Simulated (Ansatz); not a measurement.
Relaxation of a periodic cell of 17 atoms, Si16O (host Si, host structure diamond, interstitial O), to a largest force component of 0.03 eV/Å in at most 60 steps.

These are results of DFT PBE, scalar-relativistic, plane waves, PAW (Ansatz), not measurements. Settings: PAW set soft_1, cutoff 420 eV, k mesh 2x2x2, gaussian smearing 0.02 eV, spin collinear.

```xyz
17
Lattice="0.0000 5.4300 5.4300 5.4300 0.0000 5.4300 5.4300 5.4300 0.0000" Properties=species:S:1:pos:R:3:forces:R:3
Si 0.000 0.000 0.000 0.02 -0.10 -0.02
Si 1.357 1.357 1.357 0.03 0.04 -0.02
Si 2.715 2.715 0.000 0.04 0.02 -0.05
Si 4.072 4.072 1.357 -0.09 0.00 -0.02
Si 2.715 0.000 2.715 0.01 -0.11 -0.01
Si 4.072 1.357 4.072 -0.06 0.01 0.05
Si 5.430 2.715 2.715 0.01 0.04 0.00
Si 6.787 4.072 4.072 0.02 0.01 0.08
Si 0.000 2.715 2.715 0.11 -0.22 -0.12
Si 1.357 4.072 4.072 -0.14 0.31 0.13
Si 2.715 5.430 2.715 0.28 -0.09 -0.14
Si 4.072 6.787 4.072 -0.08 0.19 0.10
Si 2.715 2.715 5.430 0.33 -0.10 -0.30
Si 4.072 4.072 6.787 -0.10 0.31 0.14
Si 5.430 5.430 5.430 0.15 -0.08 -0.25
Si 6.787 6.787 6.787 -0.20 0.11 0.19
O 3.388 4.677 4.746 -0.33 -0.35 0.24
```

Problem. Where does it end, and by what steps?

Solution. The forces met the threshold. Limits of this set-up: coarse k mesh, a small cell, in which the defect meets its images. After 9 steps the energy has fallen by 2.433 eV; O17 moved furthest, 0.89 Å.

```json
{"step": "0", "energy less start (eV)": "0.0000", "largest force component (eV/Å)": "0.346", "accepted": "yes"}
{"step": "1", "energy less start (eV)": "-0.0428", "largest force component (eV/Å)": "0.562", "accepted": "yes"}
{"step": "2", "energy less start (eV)": "-0.2279", "largest force component (eV/Å)": "1.200", "accepted": "yes"}
{"step": "3", "energy less start (eV)": "-0.5290", "largest force component (eV/Å)": "0.890", "accepted": "yes"}
{"step": "4", "energy less start (eV)": "-0.8802", "largest force component (eV/Å)": "1.604", "accepted": "yes"}
{"step": "5", "energy less start (eV)": "-1.4587", "largest force component (eV/Å)": "1.467", "accepted": "yes"}
{"step": "6", "energy less start (eV)": "-2.0241", "largest force component (eV/Å)": "1.786", "accepted": "yes"}
{"step": "7", "energy less start (eV)": "-2.4114", "largest force component (eV/Å)": "0.413", "accepted": "yes"}
{"step": "8", "energy less start (eV)": "-2.4290", "largest force component (eV/Å)": "0.105", "accepted": "yes"}
{"step": "9", "energy less start (eV)": "-2.4330", "largest force component (eV/Å)": "0.018", "accepted": "yes"}
```

```xyz
17
Lattice="0.0000 5.4300 5.4300 5.4300 0.0000 5.4300 5.4300 5.4300 0.0000" Properties=species:S:1:pos:R:3
Si -0.027 0.036 -0.012
Si 1.460 1.279 1.342
Si 2.731 2.707 -0.023
Si 4.004 4.146 1.327
Si 2.796 -0.078 2.727
Si 4.079 1.363 4.058
Si 5.365 2.813 2.711
Si 6.792 4.078 4.081
Si 0.260 2.582 2.895
Si 1.333 4.378 3.892
Si 2.644 5.684 2.482
Si 4.072 6.757 4.056
Si 3.022 2.700 5.625
Si 4.358 3.991 7.029
Si 5.421 5.414 5.444
Si 6.675 7.021 6.615
O 2.702 4.107 4.799
```

Whether the end is a true minimum wasn't checked by a vibrational analysis.

Time of the run: 63 s on 2 threads of Arm Neoverse V2, with other jobs on the host, peak memory 0.69 GiB.
